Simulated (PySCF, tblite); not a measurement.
# C₃H₇FOSSi: dynamics, then NMR shifts on frames

Aim: move C₃H₇FOSSi (`C=CO[Si@@H](F)SC`) away from its starting geometry and see how NMR shifts follow the geometry.

Programs: tblite 0.8.0 and PySCF 2.14.0, with density-fitted response routines of our own. Each step states its level of theory. These are calculated values for one molecule in the gas phase, unless marked as measured. Atoms count from 0, in the outputs and in this text.

## 1. Starting geometry

14 atoms, charge 0, multiplicity 1; geometry from: GFN2-xTB.

Bonds of the start (Å): C0–C1 1.32, C1–O2 1.35, O2–Si3 1.61, Si3–F4 1.60, Si3–S5 2.13, S5–C6 1.82, C0–H7 1.08, C0–H8 1.07, C1–H9 1.08, Si3–H10 1.45, C6–H11 1.08, C6–H12 1.08, C6–H13 1.08.

## 2. Dynamics with GFN2-xTB

Job settings and geometry (Å):

```
{"job": {"kind": "md", "xc": "GFN2-xTB", "basis": "xTB", "temperature": 300, "steps": 2000, "every": 50, "frames": 5}, "charge": 0, "multiplicity": 1}
C      2.617822    -0.749336    -0.218315
C      2.432843     0.528184     0.050729
O      1.279772     1.086627     0.470725
Si    -0.172758     0.515223     0.852944
F     -0.960554     1.874386     1.165003
S     -1.131828    -0.475411    -0.769168
C     -2.867118    -0.323031    -0.230622
H      1.817589    -1.462567    -0.127239
H      3.573205    -1.108609    -0.549260
H      3.216733     1.269125    -0.042577
H     -0.205322    -0.257401     2.077294
H     -3.024891    -0.917461     0.663005
H     -3.479889    -0.699712    -1.042102
H     -3.096282     0.719512    -0.039501
```

With the program's defaults for keys left out, this is: GFN2-xTB Langevin dynamics, gas phase.

Run with:

```sh
$ OMP_NUM_THREADS=1 python probes_run.py task.json out
```

One launch serves the whole session: the jobs run in the order shown.

Log:

```text
t/fs     T/K      E/eV
    0.0   232.4   -649.53015
   25.0   243.1   -649.30978
   50.0   198.5   -649.06240
   75.0   228.6   -649.09349
  100.0   250.8   -649.19913
  125.0   255.4   -649.23429
  150.0   221.2   -649.19347
  175.0   168.5   -649.16662
  200.0   222.9   -649.07975
  225.0   287.0   -649.08171
  250.0   326.5   -648.91538
  275.0   308.5   -649.00668
  300.0   261.8   -649.21321
  325.0   227.2   -648.99279
  350.0   308.3   -648.99013
  375.0   372.0   -649.10969
  400.0   281.0   -649.11216
  425.0   250.3   -649.14893
  450.0   285.5   -649.18939
  475.0   244.2   -649.14256
  500.0   255.1   -649.16528
  525.0   220.9   -649.04377
  550.0   279.7   -649.16272
  575.0   315.0   -649.07942
  600.0   280.0   -648.94522
  625.0   263.8   -649.14548
  650.0   260.6   -649.12257
  675.0   191.5   -649.08458
  700.0   257.4   -649.11383
  725.0   311.7   -649.05409
  750.0   412.6   -649.12529
  775.0   375.4   -649.13460
  800.0   361.8   -649.04837
  825.0   299.0   -649.05512
  850.0   217.2   -648.91452
  875.0   284.3   -648.97227
  900.0   260.5   -649.15584
  925.0   291.6   -649.05237
  950.0   294.2   -649.05684
  975.0   280.4   -649.08639
 1000.0   226.0   -649.05814
```

It took 14 s on 1 thread of Intel Xeon Platinum 8488C, shared host; peak memory 0.18 GiB.

Distance from the start (root mean square after alignment): 0 fs 0.00 Å, 200 fs 0.52 Å, 400 fs 0.36 Å, 600 fs 0.42 Å, 800 fs 0.20 Å, 1000 fs 0.34 Å.

Positions (Å) and forces (eV/Å) at 1000 fs:

```xyz
14

C     2.700   -1.419   -0.059    0.427    1.196   -0.591
C     2.484   -0.126   -0.273   -1.879   -1.534    2.429
O     1.455    0.540    0.358    1.285    0.130   -1.032
Si    0.215    0.112    1.242   -0.066    0.411    0.728
F    -0.284    1.573    1.761    0.082   -0.672   -0.221
S    -1.140   -0.812   -0.067   -1.133   -0.024    0.744
C    -2.602   -0.636    1.115   -0.702   -3.226   -1.714
H     2.038   -2.028    0.480   -0.672   -0.431    0.465
H     3.583   -1.874   -0.425    0.421   -0.296   -0.408
H     3.128    0.539   -0.708    1.344    1.270   -1.222
H     0.523   -0.632    2.458   -0.140    0.117   -0.152
H    -2.696   -1.625    1.705    0.364    1.699   -0.638
H    -3.494   -0.642    0.423    0.883    0.475    0.942
H    -2.443    0.217    1.694   -0.213    0.886    0.670
```

## 3. Nuclear shieldings: 250 fs, PBE0/pcSseg-1

Job settings and geometry (Å):

```
{"job": {"kind": "nmr", "xc": "PBE0", "basis": "pcSseg-1", "pop": false}, "charge": 0, "multiplicity": 1}
C      2.557200    -0.647400    -0.904300
C      2.385200     0.371900    -0.089300
O      1.194100     0.789200     0.445100
Si    -0.103500     0.106000     1.048400
F     -1.102600     1.327300     1.153700
S     -1.097700    -1.106800    -0.525700
C     -2.860900    -0.749800    -0.022500
H      1.705600    -1.215600    -1.424000
H      3.581500    -0.704500    -1.271600
H      3.240900     0.899200     0.224600
H      0.218400    -0.487400     2.407100
H     -3.075600    -1.084400     0.985100
H     -3.491800    -1.483800    -0.661700
H     -3.069900     0.288200    -0.152200
```

With the program's defaults for keys left out, this is: GIAO PBE0/pcSseg-1 NMR shielding, non-relativistic, gas phase.

Log:

```text
coarse grid: 13024 points
cycle   1  E = -980.5460568445  dE =  7.258e-01  |g| = 7.926e-01  |ddm| = 3.361e+00
cycle   2  E = -980.4378028098  dE =  1.083e-01  |g| = 1.146e+00  |ddm| = 1.339e+00
cycle   3  E = -980.6572090512  dE = -2.194e-01  |g| = 9.768e-02  |ddm| = 8.193e-01
cycle   4  E = -980.6586622339  dE = -1.453e-03  |g| = 5.316e-02  |ddm| = 1.219e-01
cycle   5  E = -980.6593096982  dE = -6.475e-04  |g| = 1.541e-02  |ddm| = 5.201e-02
cycle   6  E = -980.6593620136  dE = -5.232e-05  |g| = 3.904e-03  |ddm| = 1.429e-02
cycle   7  E = -980.6593652362  dE = -3.223e-06  |g| = 6.371e-04  |ddm| = 3.998e-03
final grid: 117712 points
cycle   8  E = -980.7192109283  dE = -2.208e-05  |g| = 1.016e-02  |ddm| = 1.995e-02
cycle   9  E = -980.7191878008  dE =  2.313e-05  |g| = 1.486e-02  |ddm| = 1.634e-02
cycle  10  E = -980.7192311282  dE = -4.333e-05  |g| = 1.592e-03  |ddm| = 1.043e-02
cycle  11  E = -980.7192316758  dE = -5.475e-07  |g| = 2.843e-04  |ddm| = 1.430e-03
cycle  12  E = -980.7192316947  dE = -1.897e-08  |g| = 1.075e-04  |ddm| = 3.389e-04
cycle  13  E = -980.7192316976  dE = -2.910e-09  |g| = 2.383e-05  |ddm| = 9.317e-05
cycle  14  E = -980.7192316978  dE = -1.260e-10  |g| = 7.053e-06  |ddm| = 2.533e-05
converged SCF energy = -980.7192316978

GIAO shielding tensors (ppm)
atom      isotropic    diamagn.    paramagn.     s11        s22        s33       span
  0 C       78.416     257.643    -179.227    -28.319    110.740    152.827    181.146
  1 C       34.534     246.652    -212.117    -80.511     80.931    103.183    183.695
  2 O      197.957     397.894    -199.937    142.669    184.962    266.238    123.569
  3 Si     375.745     880.916    -505.172    356.631    374.781    395.822     39.190
  4 F      323.623     470.945    -147.323    275.411    320.854    374.604     99.193
  5 S      581.879    1061.389    -479.510    490.812    515.548    739.277    248.465
  6 C      167.378     248.329     -80.951    153.115    161.525    187.493     34.377
  7 H       25.283      31.180      -5.897     21.914     25.318     28.617      6.703
  8 H       26.862      27.243      -0.382     25.087     25.527     29.972      4.885
  9 H       25.579      28.845      -3.266     22.163     26.123     28.450      6.287
 10 H       25.396      28.535      -3.140     21.615     22.985     31.587      9.971
 11 H       29.594      29.315       0.279     24.594     27.510     36.678     12.084
 12 H       27.858      26.446       1.412     22.308     25.164     36.102     13.794
 13 H       29.251      30.114      -0.863     23.277     28.026     36.450     13.172
```

Run time: 20 s. Hardware: 1 thread of Intel Xeon Platinum 8488C, shared host; peak memory 0.74 GiB.

Shifts follow as δ = σ(reference) − σ, with reference shieldings (ppm) from runs at the same level and on the same kind of geometry: 1H TMS 31.72, 13C TMS 186.9, 29Si TMS 349.2, 19F CFCl3 170.9, 17O H2O 336.1, 33S CS2 504. The references are single molecules in the gas phase, so shifts against H2O, NH3, PH3, H3PO4 or CFCl3 are not on the usual liquid scales and can be off by tens of ppm. Each atom is listed at this fixed geometry, with no averaging over motion; a spectrum would average atoms that exchange fast.

```tsv
atoms	environment	σ (ppm)	δ (ppm)
C1	alkene carbon bearing oxygen	34.5	152.4
C0	β carbon of an enol-ether or enamine type C=C	78.4	108.5
C6	methyl carbon bonded to S	167.4	19.5
H7	hydrogen on a β carbon of an enol-ether or enamine type C=C	25.28	6.43
H10	hydrogen on a silicon bonded to F, O, S	25.40	6.32
H9	hydrogen on an alkene carbon bearing oxygen	25.58	6.14
H8	hydrogen on a β carbon of an enol-ether or enamine type C=C	26.86	4.86
H12	hydrogen on a methyl carbon bonded to S	27.86	3.86
H13	hydrogen on a methyl carbon bonded to S	29.25	2.47
H11	hydrogen on a methyl carbon bonded to S	29.59	2.12
O2	oxygen bonded to C, Si	198.0	138.1
Si3	silicon bonded to F, O, S, H	375.7	-26.6
F4	fluorine bonded to Si	323.6	-152.7
S5	sulfur bonded to C, Si	582	-78
```

## 4. NMR shieldings: 425 fs, PBE0/pcSseg-1

Job settings and geometry (Å):

```
{"job": {"kind": "nmr", "xc": "PBE0", "basis": "pcSseg-1", "pop": false}, "charge": 0, "multiplicity": 1}
C      2.472200    -0.956500    -1.003800
C      2.263100     0.319500    -0.607400
O      1.334500     0.666600     0.325200
Si     0.122800    -0.148200     1.028000
F     -0.710300     0.988300     1.764700
S     -1.065300    -1.123800    -0.326700
C     -2.643600    -0.735900     0.323100
H      1.977900    -1.735800    -0.509400
H      3.231800    -1.157400    -1.745500
H      2.804100     1.199500    -0.968800
H      0.683300    -0.995300     2.117400
H     -2.988400    -1.282500     1.198400
H     -3.419900    -0.891000    -0.501300
H     -2.788900     0.311600     0.582500
```

Level: GIAO PBE0/pcSseg-1 NMR shielding, non-relativistic, gas phase.

Log:

```text
coarse grid: 13024 points
cycle   1  E = -980.5612077392  dE =  9.083e-01  |g| = 7.867e-01  |ddm| = 3.419e+00
cycle   2  E = -980.4565187829  dE =  1.047e-01  |g| = 1.133e+00  |ddm| = 1.251e+00
cycle   3  E = -980.6687790422  dE = -2.123e-01  |g| = 9.481e-02  |ddm| = 7.680e-01
cycle   4  E = -980.6701663277  dE = -1.387e-03  |g| = 5.055e-02  |ddm| = 1.136e-01
cycle   5  E = -980.6707315284  dE = -5.652e-04  |g| = 1.702e-02  |ddm| = 4.911e-02
cycle   6  E = -980.6707978689  dE = -6.634e-05  |g| = 3.237e-03  |ddm| = 1.521e-02
cycle   7  E = -980.6708001439  dE = -2.275e-06  |g| = 6.365e-04  |ddm| = 3.401e-03
final grid: 117712 points
cycle   8  E = -980.7296359807  dE = -2.373e-05  |g| = 9.951e-03  |ddm| = 2.156e-02
cycle   9  E = -980.7296160748  dE =  1.991e-05  |g| = 1.420e-02  |ddm| = 1.540e-02
cycle  10  E = -980.7296552259  dE = -3.915e-05  |g| = 1.925e-03  |ddm| = 9.803e-03
cycle  11  E = -980.7296560271  dE = -8.012e-07  |g| = 2.837e-04  |ddm| = 1.672e-03
cycle  12  E = -980.7296560439  dE = -1.683e-08  |g| = 1.200e-04  |ddm| = 3.118e-04
cycle  13  E = -980.7296560476  dE = -3.626e-09  |g| = 2.435e-05  |ddm| = 1.050e-04
cycle  14  E = -980.7296560477  dE = -1.346e-10  |g| = 8.124e-06  |ddm| = 2.547e-05
converged SCF energy = -980.7296560477

GIAO shielding tensors (ppm)
atom      isotropic    diamagn.    paramagn.     s11        s22        s33       span
  0 C       82.941     258.294    -175.353    -22.211    115.548    155.484    177.695
  1 C       25.230     248.281    -223.052    -91.734     64.766    102.657    194.392
  2 O      178.505     398.991    -220.486    140.852    162.614    232.050     91.198
  3 Si     370.387     881.038    -510.651    350.160    363.170    397.831     47.671
  4 F      337.974     470.756    -132.782    289.884    344.413    379.623     89.738
  5 S      710.199    1061.624    -351.425    637.304    656.183    837.111    199.808
  6 C      179.219     247.796     -68.578    168.743    173.957    194.956     26.213
  7 H       27.693      34.700      -7.006     23.731     27.385     31.965      8.234
  8 H       26.884      28.124      -1.240     24.726     25.977     29.949      5.223
  9 H       24.711      28.273      -3.562     21.526     26.241     26.366      4.841
 10 H       25.744      29.280      -3.535     22.383     23.091     31.758      9.375
 11 H       29.912      28.058       1.853     24.433     26.527     38.775     14.342
 12 H       28.524      27.005       1.519     22.520     25.482     37.571     15.051
 13 H       29.438      30.485      -1.046     22.978     28.610     36.728     13.750
```

Run time: 19 s. Hardware: 1 thread of Intel Xeon Platinum 8488C, shared host; peak memory 0.77 GiB.

Key values: δ C1 161.7, C0 104.0, C6 7.7, O2 157.6, H9 7.01, H10 5.97 ppm.

[end of part 1 of 2]
